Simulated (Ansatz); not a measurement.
# AlRu: the cost of one run

Program: Ansatz 0.2.0, driven from Python. Level of theory: DFT PBEsol, plane waves, PAW. These are calculated values, not measurements.

### Step 1. The system

The structure is cubic, space group Pm-3m (No. 221). The conventional cell has a = 2.992 Å, b = 2.992 Å, c = 2.992 Å, α = 90.00°, β = 90.00°, γ = 90.00°. Around Al (site symmetry m-3m) lie 8 Ru at 2.59 Å. Around Ru (site symmetry m-3m) lie 8 Al at 2.59 Å.

No structure file is read: the coordinates are typed or built in the script.

### Step 2. The script

File strain_alru.py:

```python
import ansatz as az
import numpy as np

VECTORS = np.array([
    [2.9916, 0.0, 0.0],
    [0.0, 2.9916, 0.0],
    [0.0, 0.0, 2.9916],
])
SITES = [
    ("Al", [0.0, 0.0, 0.0]),
    ("Ru", [0.5, 0.5, 0.5]),
]


def make_crystal(cell):
    crystal = az.Crystal(lattice=az.Lattice.of(cell))
    for symbol, position in SITES:
        crystal = crystal.atom(symbol, position)
    return crystal

values = np.linspace(-0.03, 0.03, 5)
energies = []
for d in values:
    strain = np.diag([0, 0, d])
    cell = VECTORS @ (np.eye(3) + strain)
    setup = (
        make_crystal(cell).calculation()
        .functional("PBEsol")
        .basis(450)
        .occupations("fermi_dirac")
        .kpoints(12, 12, 12)
    )
    r = setup.run(threads=1, pin="off").report
    energies.append(r["free_energy_ev"] / len(SITES))
    print(f"d = {d:+.4f}  F = {energies[-1]:.5f} eV/atom")
energies = np.array(energies)

for value, e in zip(values, energies):
    print(f"strain {value:7.3f}   E - Emin = {1000 * (e - energies.min()):9.3f} meV/atom")
curvature = 2 * np.polyfit(values, energies, 3)[1]
volume = abs(np.linalg.det(VECTORS)) / len(SITES)
print(f"d2E/dd2 over the volume: {curvature / volume * 160.21766:.1f} GPa")
```

### Step 3. The calls as engine input

The engine receives this input (first run):

```yaml
crystal:
  lattice:
    - [2.9916, 0.0, 0.0]
    - [0.0, 2.9916, 0.0]
    - [0.0, 0.0, 2.901852]
  atoms:
    - { symbol: Al, position: [0.0, 0.0, 0.0] }
    - { symbol: Ru, position: [0.5, 0.5, 0.5] }
basis:
  ecutwfc: 450.0
kpoints:
  mp_grid:
    grid: [12, 12, 12]
hamiltonian:
  xc: pbesol
scf:
  occupations:
    method: fermi_dirac
```

### Step 4. The run

On the command line:

```bash
$ python strain_alru.py
```

What time and memory should one allow on 1 thread of Arm Neoverse V1, shared host?

About 20 s, with a peak of 0.41 GiB.
